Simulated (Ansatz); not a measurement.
# CH₄GeO₂: a ladder of functionals and wavefunction methods

The task here is to estimate one member of a computed series from the others.

The runs use Ansatz 0.2.0, Gaussian basis; functionals in def2-TZVPP, the program's frozen cores in correlated methods.

Plan: LDA (SPW92), PBE-D4, revPBE-D4, BLYP-D4, r2SCAN-D4, B97M-V, PBE0-D4, B3LYP-D4, r2SCANh-D4, r2SCAN0-D4, HSE06-D4, BHLYP-D4, CAM-B3LYP-D4, LC-ωPBE, ωB97X-V, ωB97M-V, B2PLYP, PBE-QIDH; CCSD(T)/def2-SVP; CCSD(T)/def2-TZVPP; MP2/def2-QZVPP; extrapolation to the limit; RPA on PBE.

## The geometry

All runs share one geometry, relaxed beforehand with PBE0-D4 in a triple-zeta def2 set.

8 atoms, charge 0, spin multiplicity 1.

Atoms are counted from 1 here; the program's logs count them from 0.

Bond lengths: O1–C2 1.203 Å, C2–O3 1.318 Å, C2–H5 1.101 Å, O3–Ge4 1.840 Å, Ge4–H6 1.528 Å, Ge4–H7 1.528 Å, Ge4–H8 1.532 Å. Angles: O1–C2–O3 124.7°, O1–C2–H5 123.7°, O3–C2–H5 111.6°, C2–O3–Ge4 113.7°, O3–Ge4–H6 108.6°, O3–Ge4–H7 108.6°, O3–Ge4–H8 100.3°, H6–Ge4–H7 113.7°, H6–Ge4–H8 112.4°, H7–Ge4–H8 112.4°.

Coordinates:

```tsv
atom	x (Å)	y (Å)	z (Å)
O1	1.2498	-0.7378	1.1116
C2	1.3959	0.2778	0.4841
O3	0.4932	0.7978	-0.3228
Ge4	-1.0619	-0.1800	-0.4210
H5	2.3103	0.8897	0.5168
H6	-1.7009	-0.2185	0.9669
H7	-0.7329	-1.5623	-0.9839
H8	-1.8615	0.6761	-1.4075
```

Set-up of the first run:

in.yaml

```yaml
crystal:
  periodic: [false, false, false]
  atoms:
    - {symbol: O, position_ang: [1.249839, -0.737777, 1.111613]}
    - {symbol: C, position_ang: [1.395931, 0.277783, 0.484065]}
    - {symbol: O, position_ang: [0.493245, 0.797832, -0.322841]}
    - {symbol: Ge, position_ang: [-1.061926, -0.179971, -0.420965]}
    - {symbol: H, position_ang: [2.310346, 0.889652, 0.516830]}
    - {symbol: H, position_ang: [-1.700905, -0.218480, 0.966856]}
    - {symbol: H, position_ang: [-0.732886, -1.562257, -0.983870]}
    - {symbol: H, position_ang: [-1.861544, 0.676117, -1.407488]}
basis:
  gaussian: {orbitals: def2-TZVPP}
hamiltonian: {xc: lda}
output: {orbitals: {seedname: orbitals}}
```

Among the steps run: LDA; PBE-D4 (GGA); revPBE-D4 (GGA); BLYP-D4 (GGA); r2SCAN-D4 (meta-GGA); B97M-V (meta-GGA); PBE0-D4 (hybrid); B3LYP-D4 (hybrid); r2SCANh-D4 (hybrid); r2SCAN0-D4 (hybrid); HSE06-D4 (hybrid); BHLYP-D4 (hybrid); CAM-B3LYP-D4 (range-separated); LC-ωPBE (range-separated); ωB97X-V (range-separated); ωB97M-V (range-separated); B2PLYP (double hybrid); PBE-QIDH (double hybrid).

One table of the session follows, with a row left open; its other results are not shown here.

It belongs to the step «Orbital energies across the functionals». 

```
  functional  HOMO (eV)  gap (eV)
 LDA (SPW92)      -6.90      5.43
      PBE-D4      -6.71      5.52
   revPBE-D4          ?         ?
     BLYP-D4      -6.62      5.53
   r2SCAN-D4      -7.04      6.12
      B97M-V      -7.19      6.36
     PBE0-D4      -8.35      8.34
    B3LYP-D4      -8.11      7.79
  r2SCANh-D4      -7.66      7.18
  r2SCAN0-D4      -8.61      8.76
    HSE06-D4      -7.95      7.54
    BHLYP-D4      -9.98     10.88
CAM-B3LYP-D4      -9.84     10.86
     LC-ωPBE     -11.15     13.42
     ωB97X-V     -10.83     12.93
     ωB97M-V     -10.79     12.65
```

Q: Estimate the row for revPBE-D4 from the others.

The run gave: HOMO (eV): -6.63; gap (eV): 5.55. In the column «HOMO (eV)» it lies between PBE-D4 (-6.71) and BLYP-D4 (-6.62).
